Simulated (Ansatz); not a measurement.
# Cd: response to strain

Aim: deform Cd (equal xy, yz and zx engineering shear strains of +1 %) and compute stress, forces and field gradients with LAPW, PAW and all-electron datasets made for the crystal.

Computed with Ansatz 0.2.0 (DFT PBEsol, scalar-relativistic, unless a step's input says otherwise).

### Step 1. The structure to begin with

Symmetry: P6_3/mmc, No. 194, hexagonal system. The conventional cell has a = 2.979 Å, b = 2.979 Å, c = 5.618 Å, α = 90.00°, β = 90.00°, γ = 120.00°. Cd (site symmetry -6m2) is surrounded by 12 Cd at 2.98 to 3.29 Å.

Structure file:

```cif
data_structure
_symmetry_space_group_name_H-M 'P6_3/mmc'
_symmetry_Int_Tables_number 194
_cell_length_a 2.9789
_cell_length_b 2.9789
_cell_length_c 5.6177
_cell_angle_alpha 90.000
_cell_angle_beta 90.000
_cell_angle_gamma 120.000
_cell_volume 43.17
loop_
_atom_site_label
_atom_site_type_symbol
_atom_site_symmetry_multiplicity
_atom_site_Wyckoff_symbol
_atom_site_fract_x
_atom_site_fract_y
_atom_site_fract_z
_atom_site_occupancy
Cd1 Cd 2 c 0.33333 0.66667 0.25000 1
```

The file gives the conventional cell by its symmetry; the runs use the cell typed in the input.

Atoms are numbered in the order of the input: Cd1, Cd2.

### Step 2. The deformed structure

Space group P6_3/mmc before, P-1 after.

### Step 3. All-electron LAPW

The input, input.yaml:

```yaml
crystal:
  lattice:
    - [2.9788725081, 0.0148943625, 0.0148943625]
    - [-1.4765373577, 2.5723320853, 0.0054517151]
    - [0.02808825, 0.02808825, 5.61765]
  atoms:
    - { symbol: Cd, position: [0.3333333333, 0.6666666667, 0.25] }
    - { symbol: Cd, position: [0.6666666667, 0.3333333333, 0.75] }
kpoints:
  mp_grid: { grid: [16, 16, 7] }
  band_path:
    path:
      - [0.0, 0.0, 0.0]
      - [0.0, -0.5, 0.0]
      - [0.0, 0.0, 0.5]
      - [0.0, 0.0, 0.0]
      - [-0.5, 0.0, 0.0]
      - [-0.5, 0.5, -0.5]
      - [0.0, 0.0, 0.0]
      - [-0.5, 0.0, -0.5]
      - [-0.5, 0.5, 0.0]
    npoints: 5
scf:
  occupations: { method: fermi_dirac, width: 0.05 }
hamiltonian:
  xc: pbesol
  pseudopotentials: { kind: all_electron, lapw: { basis_error: 0.001 } }
output:
  forces: true
  stress: true
  eigenvalues: true
```

Started as:

```sh
$ ansatz run input.yaml --threads 1 --pin off --max-ram 3072MiB --backend cpu --events-out ev --progress --plain --runs-dir out
```

### Step 4. PAW on the default files

The input, input.yaml:

```yaml
crystal:
  lattice:
    - [2.9788725081, 0.0148943625, 0.0148943625]
    - [-1.4765373577, 2.5723320853, 0.0054517151]
    - [0.02808825, 0.02808825, 5.61765]
  atoms:
    - { symbol: Cd, position: [0.3333333333, 0.6666666667, 0.25] }
    - { symbol: Cd, position: [0.6666666667, 0.3333333333, 0.75] }
kpoints:
  mp_grid: { grid: [16, 16, 7] }
scf:
  occupations: { method: fermi_dirac, width: 0.05 }
hamiltonian:
  xc: pbesol
  pseudopotentials: { kind: paw }
output:
  forces: true
  stress: true
  eigenvalues: true
  efg: { contact_densities: true }
```

### Step 5. Datasets made for this crystal

input.yaml, as its differences from that of step 4:

```diff
@@ -14,3 +14,3 @@
   xc: pbesol
-  pseudopotentials: { kind: paw }
+  pseudopotentials: { kind: all_electron, datasets: crystal }
 output:
```

(Steps that only read results are left out.)

What does the calculation give? Wanted: pressure; largest shear or deviatoric stress.

As calculated:

| quantity | value |
| --- | --- |
| pressure | LAPW -1.53, PAW -1.53, crystal datasets -1.53 GPa |
| largest shear or deviatoric stress (LAPW) | 0.31 GPa |

The largest part of the stress beyond the pressure is 0.31 GPa in size, in the xy component; the atoms are carried along and not relaxed. No run of the undeformed cell stands beside it, so the pressure holds what the given cell had before the change. PAW: stress within 0.01 GPa of LAPW. Crystal datasets: stress within 0.01 GPa of LAPW.
